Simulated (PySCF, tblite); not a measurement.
**C4H9FSi: geometry, infrared bands and NMR shifts**

Aim: predict the infrared bands and NMR shifts of C4H9FSi (`C=CC[Si@H](C)F`).

Programs: tblite 0.8.0 and PySCF 2.14.0, with density-fitted response routines of our own. Each step states its level of theory. These are calculated values for one molecule in the gas phase, unless marked as measured. Atoms are numbered from 0 throughout.

## Step 1: The starting structure

15 atoms, charge 0, multiplicity 1; geometry from: force field or distance geometry start.

Bonds of the start (Å): C0–C1 1.34, C1–C2 1.51, C2–Si3 1.89, Si3–C4 1.84, Si3–F5 1.62, C0–H6 1.08, C0–H7 1.09, C1–H8 1.09, C2–H9 1.10, C2–H10 1.09, Si3–H11 1.49, C4–H12 1.09, C4–H13 1.09, C4–H14 1.10.

## Step 2: Relaxing the molecule with GFN2-xTB

The job: settings as JSON, then the geometry in Å.

```
{"job": {"kind": "relax", "xc": "GFN2-xTB", "basis": "xTB"}, "charge": 0, "multiplicity": 1}
C      2.164300     1.096700     0.274800
C      1.601600    -0.089000     0.003100
C      0.483800    -0.696200     0.809600
Si    -1.116500    -0.969500    -0.162700
C     -1.869900     0.605800    -0.732900
F     -2.168900    -1.691900     0.828900
H      2.983600     1.476900    -0.324500
H      1.810000     1.732000     1.093100
H      2.019700    -0.691300    -0.803100
H      0.238300    -0.065100     1.678800
H      0.810800    -1.657700     1.203300
H     -0.866500    -1.886900    -1.303400
H     -1.208000     1.131300    -1.423900
H     -2.069400     1.279900     0.095100
H     -2.817300     0.432900    -1.258100
```

The run is started by

```
OMP_NUM_THREADS=1 python probes_run.py task.json out
```

One launch serves the whole session: the jobs run in the order shown.

**Question.** This job is followed by: GFN2-xTB harmonic vibrations, gas phase; GIAO PBE0/pcSseg-1 NMR shielding, non-relativistic, gas phase. What will the session give for the following? strongest single infrared mode (GFN2-xTB); zero-point energy (GFN2-xTB); ¹³C shifts against TMS (PBE0/pcSseg-1); ¹H shifts against TMS (PBE0/pcSseg-1, means over atoms taken as alike); ²⁹Si shifts against TMS (PBE0/pcSseg-1); ¹⁹F shifts against CFCl3 (PBE0/pcSseg-1); surface potential, 1st and 99th percentile.

As calculated:

| quantity | value |
| --- | --- |
| strongest single infrared mode (GFN2-xTB) | 2291 cm⁻¹, 285 km/mol |
| zero-point energy (GFN2-xTB) | 73.2 kcal/mol |
| ¹³C shifts against TMS (PBE0/pcSseg-1) | 139.5, 121.8, 30.0, -2.5 ppm |
| ¹H shifts against TMS (PBE0/pcSseg-1, means over atoms taken as alike) | 5.96, 5.40, 5.25, 5.21, 2.20, 2.02, 0.30 ppm |
| ²⁹Si shifts against TMS (PBE0/pcSseg-1) | 20.4 ppm |
| ¹⁹F shifts against CFCl3 (PBE0/pcSseg-1) | -204.2 ppm |
| surface potential, 1st and 99th percentile | -1.21 V and 1.00 V |

In words: The optimisation took 61 steps and gained 0.104 eV; among the close pairs (by a distance rule), Si3–C4 changed most, from 1.837 to 1.891 Å. No mode is imaginary among the 39: a minimum at this level. The strongest single mode, at 2291 cm⁻¹, moves mainly H11. GFN2-xTB is a fitted tight-binding method: band positions and strengths are rough. Its intensities can rank the bands wrongly. The most deshielded carbon is C1 (alkene CH), at 139.5 ppm: the olefinic region. H8 (hydrogen on an alkene CH) lies farthest downfield among hydrogen, at 5.96 ppm; olefinic region. At PBE0/pcSseg-1: Shielding is most anisotropic at C1 (span 240 ppm, paramagnetic term -211 ppm).
